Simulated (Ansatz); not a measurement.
# Ga4AsN3: the cost of one run

Computed with Ansatz 0.2.0 (DFT PBE, scalar-relativistic, plane waves, PAW, unless a step's input says otherwise).

1 further run of the same task is left out (set aside as unsound or not needed).

### Step 1. Starting point

It takes space group Pm-3m (No. 221, cubic). Conventional cell: a = 4.649 Å, b = 4.649 Å, c = 4.649 Å, α = 90.00°, β = 90.00°, γ = 90.00°. Ga (site symmetry 4/mmm) has 2 As at 2.32 Å and 4 N at 2.32 Å as nearest neighbours. Ga (site symmetry m-3m) is surrounded by 6 N at 2.32 Å. As (site symmetry m-3m) has 6 Ga at 2.32 Å as nearest neighbours. N (site symmetry 4/mmm) has 6 Ga at 2.32 Å as nearest neighbours.

Coordinates:

```cif
data_structure
_symmetry_space_group_name_H-M 'P 1'
_symmetry_Int_Tables_number 1
_cell_length_a 4.6493
_cell_length_b 4.6493
_cell_length_c 4.6493
_cell_angle_alpha 90.000
_cell_angle_beta 90.000
_cell_angle_gamma 90.000
_cell_volume 100.50
loop_
_atom_site_label
_atom_site_type_symbol
_atom_site_fract_x
_atom_site_fract_y
_atom_site_fract_z
_atom_site_occupancy
Ga1 Ga 0.00000 0.50000 0.00000 1
Ga2 Ga 0.50000 0.50000 0.50000 1
Ga3 Ga 0.00000 0.00000 0.50000 1
Ga4 Ga 0.50000 0.00000 0.00000 1
As1 As 0.00000 0.00000 0.00000 1
N1 N 0.50000 0.00000 0.50000 1
N2 N 0.50000 0.50000 0.00000 1
N3 N 0.00000 0.50000 0.50000 1
```

It is the end of an earlier relaxation with the same method, from a generated guess; it needn't be the stable form of this composition. At a tolerance of 0.05 Å it has space group Pm-3m (No. 221); it has 12.56 Å³/atom, an uncorrected energy of +0.53 eV/atom over the elements.

### Step 2. Electronic structure at the relaxed geometry

Input file input.yaml:

```yaml
crystal:
  lattice:
    - [4.6492613962, 0.0, 0.0]
    - [0.0, 4.6492613962, 0.0]
    - [0.0, 0.0, 4.6492613962]
  atoms:
    - { symbol: Ga, position: [0.0, 0.5, 0.0] }
    - { symbol: Ga, position: [0.5, 0.5, 0.5] }
    - { symbol: Ga, position: [0.0, 0.0, 0.5] }
    - { symbol: Ga, position: [0.5, 0.0, 0.0] }
    - { symbol: As, position: [0.0, 0.0, 0.0] }
    - { symbol: "N", position: [0.5, 0.0, 0.5] }
    - { symbol: "N", position: [0.5, 0.5, 0.0] }
    - { symbol: "N", position: [0.0, 0.5, 0.5] }
basis:
  ecutwfc: 420
kpoints:
  mp_grid: { grid: [8, 8, 8] }
  band_path:
    path:
      - [[0.0, 0.0, 0.0], [0.0, 0.5, 0.0], [0.5, 0.5, 0.0], [0.0, 0.0, 0.0], [0.5, 0.5, 0.5], [0.0, 0.5, 0.0]]
      - [[0.5, 0.5, 0.5], [0.5, 0.5, 0.0]]
    npoints: 14
hamiltonian:
  xc: pbe
scf:
  occupations: { method: gaussian, width: 0.1 }
  n_extra_bands: 20
output:
  forces: true
  stress: true
  eigenvalues: true
  populations: true
  dos: { projected: true, de: 0.02, nscf_kmesh: { grid: [10, 10, 10] } }
  bader: true
  write_density: true
  write_potential: true
  elf: true
  volumetric_format: npy
```

Command:

```bash
$ ansatz run input.yaml --threads 1 --pin off --max-ram 2560MiB --backend cpu --events-out ev --progress --plain --runs-dir out
```

Q: Estimate wall time and peak memory on 1 thread of Intel Xeon at 2.50GHz (Skylake/Cascade Lake), shared host.

About 3.3 min, with a peak of 0.59 GiB.
